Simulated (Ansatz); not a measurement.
# Li2Hf2O: the cost of one run

Computed with Ansatz 0.2.0 (DFT PBE, scalar-relativistic, plane waves, PAW, unless a step's input says otherwise).

### Step 1. The structure to begin with

The structure is tetragonal, space group I4/mmm (No. 139). Conventional cell: a = 3.601 Å, b = 3.601 Å, c = 10.502 Å, α = 90.00°, β = 90.00°, γ = 90.00°. Li (site symmetry 4mm) has 4 Hf at 2.05 Å as nearest neighbours. Hf (site symmetry -4m2) is surrounded by 4 Li at 2.05 Å. Around O (site symmetry 4/mmm) lie 8 Li at 3.03 Å and 8 Hf at 3.18 Å.

Coordinates:

```
CELL_PARAMETERS angstrom
-1.80043 1.80043 5.25076
1.80043 -1.80043 5.25076
1.80043 1.80043 -5.25076
ATOMIC_POSITIONS crystal
Li 0.34376 0.34376 0.00000
Li 0.65624 0.65624 0.00000
Hf 0.75000 0.25000 0.50000
Hf 0.25000 0.75000 0.50000
O 0.00000 0.00000 0.00000
```

Recipe of the guess: species swapped into a database cell of BaNi2As2 (I4/mmm, No. 139), with O on the Ba sites, Hf on the Ni sites and Li on the As sites. The dimensions are guesses.

### Step 2. The guess as it stands, on a coarse mesh

input.yaml

```yaml
crystal:
  lattice:
    - [-1.80042538, 1.80042538, 5.25076426]
    - [1.80042538, -1.80042538, 5.25076426]
    - [1.80042538, 1.80042538, -5.25076426]
  atoms:
    - { symbol: Li, position: [0.34375674, 0.34375674, 0.0] }
    - { symbol: Li, position: [0.65624326, 0.65624326, 0.0] }
    - { symbol: Hf, position: [0.75, 0.25, 0.5] }
    - { symbol: Hf, position: [0.25, 0.75, 0.5] }
    - { symbol: O, position: [0.0, 0.0, 0.0] }
basis:
  ecutwfc: 420
kpoints:
  mp_grid: { grid: [6, 6, 6] }
hamiltonian:
  xc: pbe
scf:
  occupations: { method: gaussian, width: 0.1 }
  lower_state_search: "off"
output:
  forces: true
  stress: true
  eigenvalues: true
```

On the command line:

```console
ansatz run input.yaml --threads 1 --pin off --max-ram 2560MiB --backend cpu --events-out ev --progress --plain --runs-dir out
```

Q: Estimate wall time and peak memory on 1 thread of Intel Xeon at 2.50GHz (Skylake/Cascade Lake), shared host.

About 10 s, with a peak of 0.4 GiB.
